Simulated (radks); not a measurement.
# Ionisation of Se¹⁹⁺: one atom, several choices of functional

The task here is to estimate one member of a computed series from the others.

Program: radks (a radial shooting solver on a logarithmic mesh, Libxc functionals) version 1. Level of theory: Dirac Kohn-Sham, spin-unpolarised, spherical densities, point nucleus; open shells are shared between the two j in proportion to 2j + 1. These are calculated values, not measurements, unless marked.

## What is computed

| Item | Value |
| --- | --- |
| element | selenium (Z = 34) |
| charge | +19 |
| electrons | 15 |
| configuration | [Ne] 3s2 3p3 |
| ion | Se²⁰⁺, [Ne] 3s2 3p2 |
| choices | OLYP; PW91; exchange-only PBE; BLYP |

The outer shells:

Se¹⁹⁺
```
[Ne] core
3s [↑↓]
3p [↑ ][↑ ][↑ ]
```

Se²⁰⁺
```
[Ne] core
3s [↑↓]
3p [↑ ][↑ ][  ]
```

Set-up of the first run:

The run's settings:

```text
Z 34
configuration [Ne] 3s2 3p3
relativity Dirac
functional optx,lyp
spin unpolarised
j_filling average
nucleus point
c 137.035999084
```

Steps of the session up to this table: OLYP: Se¹⁹⁺.

One of the session's tables, all rows but one given; the rest of the session is left out.

It belongs to the step «OLYP: Se¹⁹⁺». From the orbitals of this run (lengths in bohr):

| level | <r> | outermost maximum (interpolated) | 90 % within | nodes |
| --- | --- | --- | --- | --- |
| 1s1/2 | 0.04409 | 0.0288 | 0.0788 | 0 |
| 2s1/2 | 0.1935 | 0.164 | 0.299 | 1 |
| 2p1/2 | 0.1664 | 0.129 | 0.271 | 0 |
| 2p3/2 | ? | ? | ? | ? |
| 3s1/2 | 0.4937 | 0.461 | 0.717 | 2 |
| 3p1/2 | 0.4804 | 0.444 | 0.712 | 1 |
| 3p3/2 | 0.4862 | 0.450 | 0.720 | 1 |

Q: Estimate the row for 2p3/2 from the others.

**Answer.** <r>: 0.1701; outermost maximum (interpolated): 0.132; 90 % within: 0.276; nodes: 0. In the column «<r>» it lies between 2p1/2 (0.1664) and 2s1/2 (0.1935).

Limits of these values: Spin polarisation and multiplet splitting are left out, so open shells lie too high by an amount that depends on their filling.
